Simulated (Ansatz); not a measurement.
Bi2PdPt, space group P-3m1, a single point from an input typed as a dict

With Ansatz 0.2.0, Python API.

Typed at the interpreter:
```pycon
>>> import ansatz
>>> config = {
...     "crystal": {
...         "lattice": [[4.328992, 0.0, 0.0], [-2.164496, 3.749017, 0.0], [0.0, 0.0, 5.625915]],
...         "atoms": [
...             {"symbol": "Bi", "position": [0.333333, 0.666667, 0.244881]},
...             {"symbol": "Bi", "position": [0.666667, 0.333333, 0.755119]},
...             {"symbol": "Pd", "position": [0.0, 0.0, 0.5]},
...             {"symbol": "Pt", "position": [0.0, 0.0, 0.0]},
...         ],
...     },
...     "kpoints": {"mp_grid": {"kspacing": 0.3}},
...     "hamiltonian": {"xc": "pbesol"},
...     "scf": {"occupations": {"method": "fermi_dirac", "width": 0.05}},
...     "basis": {"ecutwfc": "420 eV"},
...     "output": {"forces": True},
... }
>>> res = ansatz.Session.from_dict(config).plan(threads=1).execute()
DeckWarning: the atoms were moved onto the symmetric positions of the space group found under crystal.symmetry.tolerance 1.0e-5 (fractional; no operation is sought that the atoms, as they stand in a [...]
>>> report = res.report
>>> report["mixing_algorithm"], report["preconditioner"], report["eigensolver"]
('MSR1', 'LDOS', 'band_cg')
>>> print(f"free energy      {report['free_energy_ev']:.5f} eV")
free energy      -43775.66936 eV
>>> print(f"per atom         {report['free_energy_ev'] / len(res.lattice.sites):.5f} eV")
per atom         -10943.91734 eV
>>> print(f"SCF iterations   {report['n_iterations']}  (converged: {report['converged']})")
SCF iterations   6  (converged: True)
>>> print("forces (eV/A)")
forces (eV/A)
>>> for site, force in zip(res.lattice.sites, report["forces_ev_ang"]):
...     print(f"  {site.symbol:2s} {force[0]:9.4f} {force[1]:9.4f} {force[2]:9.4f}")
...
  Bi   -0.0000   -0.0000    0.0761
  Bi    0.0000    0.0000   -0.0761
  Pd    0.0000   -0.0000    0.0000
  Pt   -0.0000   -0.0000    0.0000
```

Total energies depend on the potentials; only differences at equal settings carry meaning. The mesh is modest for a metal, so energies can be off by several to tens of meV an atom and pressures by half a GPa or more; differences at equal mesh fare better. Spin-orbit coupling, which matters for elements this heavy, is left out. This cell is a computed structure, which may not be the phase found in nature. Warnings are shown shortened and without file and line. It ran for 3.9 s on 1 thread of Intel(R) Xeon(R) Platinum 8375C CPU @ 2.90GHz (Ice Lake), on a shared host, peak memory 0.48 GiB.

(Lines on the test bed's own set-up are left out of the output.)
